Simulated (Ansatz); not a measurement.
**YNi2B2C: further runs on the relaxed cell**

An exercise on one series of results from a longer session: the logs are not shown, and one member is left open.

Program: Ansatz 0.2.0. Level of theory: DFT PBEsol, scalar-relativistic, plane waves, PAW. These are calculated values, not measurements.

1 further run of the same task is left out (set aside as unsound or not needed). Runs told in other sessions of the task aren't counted.

**The system as given**

Symmetry: I4/mmm, No. 139, tetragonal system. The conventional cell has a = 3.502 Å, b = 3.502 Å, c = 10.329 Å, α = 90.00°, β = 90.00°, γ = 90.00°. Y (site symmetry 4/mmm) has 4 C at 2.48 Å in its first shell of neighbours. Around Ni (site symmetry -4m2) lie 4 B at 2.06 Å. B (site symmetry 4mm) is surrounded by 1 C at 1.49 Å and 4 Ni at 2.06 Å. C (site symmetry 4/mmm) is surrounded by 2 B at 1.49 Å.

Coordinates:

```
CELL_PARAMETERS angstrom
-1.75084 1.75084 5.16473
1.75084 -1.75084 5.16473
1.75084 1.75084 -5.16473
ATOMIC_POSITIONS crystal
Y 0.50000 0.50000 0.00000
Ni 0.75000 0.25000 0.50000
Ni 0.25000 0.75000 0.50000
B 0.14448 0.14448 0.00000
B 0.85552 0.85552 0.00000
C 0.00000 0.00000 0.00000
```

It goes back to an entry of the Materials Project.

This cell was relaxed beforehand with the same method: volume 10.55 Å³/atom, gap on the mesh none (metal).

The first run:

input.yaml reads:

```yaml
crystal:
  lattice:
    - [-1.7331556829, 1.7331556829, 5.1125594484]
    - [1.7331556829, -1.7331556829, 5.1125594484]
    - [1.7331556829, 1.7331556829, -5.1125594484]
  atoms:
    - { symbol: "Y", position: [0.5, 0.5, 0.0] }
    - { symbol: Ni, position: [0.75, 0.25, 0.5] }
    - { symbol: Ni, position: [0.25, 0.75, 0.5] }
    - { symbol: B, position: [0.1444834988, 0.1444834988, 0.0] }
    - { symbol: B, position: [0.8555165012, 0.8555165012, 0.0] }
    - { symbol: C, position: [0.0, 0.0, 0.0] }
basis:
  ecutwfc: 420
kpoints:
  mp_grid: { grid: [14, 14, 14] }
hamiltonian:
  xc: pbesol
scf:
  occupations: { method: gaussian, width: 0.1 }
output:
  forces: true
  stress: true
  eigenvalues: true
relax:
  adjacent_minimum: "off"
  f_tol: 0.01
  max_steps: 30
  cell: { stress_tol: 0.1, fix: [volume] }
```

Started as:

```sh
> ansatz run input.yaml --threads 2 --pin off --max-ram 5120MiB --backend cpu --events-out ev --progress --plain --runs-dir out
```

Among the steps run: The cell scaled to 0.97 of its volume; Point at V/V0 = 1.03; Volume × 0.94; Point at V/V0 = 1.06; Volume × 0.91; The cell scaled to 1.10 of its volume; Volume × 0.88.

One table of the session follows, with a row left open; its other results are not shown here.

It belongs to the step «Energy against volume». 

| volume (Å³/atom) | energy above the lowest point (meV/atom) | pressure (GPa) |
| --- | --- | --- |
| 9.288 | 117.8 | 33.37 |
| 9.605 | 62.4 | 22.95 |
| 9.922 | 26.2 | 14.06 |
| 10.238 | 6.1 | 6.47 |
| 10.555 | 0.0 | -0.03 |
| 10.871 | ? | ? |
| 11.188 | 21.6 | -10.30 |
| 11.610 | 56.0 | -15.53 |

**Question.** Estimate the row for volume (Å³/atom) = 10.871.

Worked estimate for «energy above the lowest point (meV/atom)». A straight line through the neighbours (10.555, 0.0) and (11.188, 21.6) gives 0.0 + (21.6 − 0.0) × (10.871 − 10.555) / (11.188 − 10.555) = 10.8; a parabola fitted to 4 rows on both sides gives 5.9.

The run gave: energy above the lowest point (meV/atom): 5.7; pressure (GPa): -5.58. In «energy above the lowest point (meV/atom)» the line misses by +5.1 and the parabola by +0.2.

To keep in mind: The final runs have no spin polarisation, so a magnetic state may lie lower.
